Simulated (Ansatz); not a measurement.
# GeH4O: the cost of one run

The runs use Ansatz 0.2.0, Gaussian basis; PBE0-D4, def2-SVP first, then def2-TZVP.

## Step 1: Starting geometry

The guess: 6 atoms, charge 0, spin multiplicity 1.

Atoms are counted from 1 here; the program's logs count them from 0.

Bond lengths: Ge1–O3 2.070 Å, Ge1–H5 1.627 Å, O3–H6 0.957 Å. Angles: O3–Ge1–H5 87.4°, Ge1–O3–H6 118.4°.

As a file:

| atom | x (Å) | y (Å) | z (Å) |
| --- | --- | --- | --- |
| Ge1 | -0.1191 | 0.5020 | 1.1530 |
| H2 | 0.3448 | 0.1537 | -0.7523 |
| O3 | 0.0816 | -1.0299 | -0.2253 |
| H4 | 0.4636 | 1.2425 | -0.5815 |
| H5 | -1.6243 | 0.7252 | 0.5766 |
| H6 | 0.8534 | -1.5935 | -0.1705 |

Distances that are to change: Ge1–H2 1.99 Å, Ge1–O3 2.07 Å, H2–O3 1.32 Å.

## Step 2: Relaxing the guess with the reacting distances held

Contents of hold/in.yaml:

```yaml
crystal:
  periodic: [false, false, false]
  atoms:
    - {symbol: Ge, position_ang: [-0.119100, 0.502000, 1.153000]}
    - {symbol: H, position_ang: [0.344800, 0.153700, -0.752300]}
    - {symbol: O, position_ang: [0.081600, -1.029900, -0.225300]}
    - {symbol: H, position_ang: [0.463600, 1.242500, -0.581500]}
    - {symbol: H, position_ang: [-1.624300, 0.725200, 0.576600]}
    - {symbol: H, position_ang: [0.853400, -1.593500, -0.170500]}
basis:
  gaussian: {orbitals: def2-SVP}
hamiltonian: {xc: pbe0, dispersion: d4}
relax: {f_tol: 0.04, max_steps: 150, escape_saddle: false, constraints: [{distance: [0, 1]}, {distance: [0, 2]}, {distance: [1, 2]}]}
```

Started as:

```
$ ansatz run in.yaml --threads 2 --pin off --events-out ev --progress --plain --max-ram 4352MiB
```

**Question.** How long does this run take on 2 threads of Arm Neoverse V2, shared host?

About 5 s.
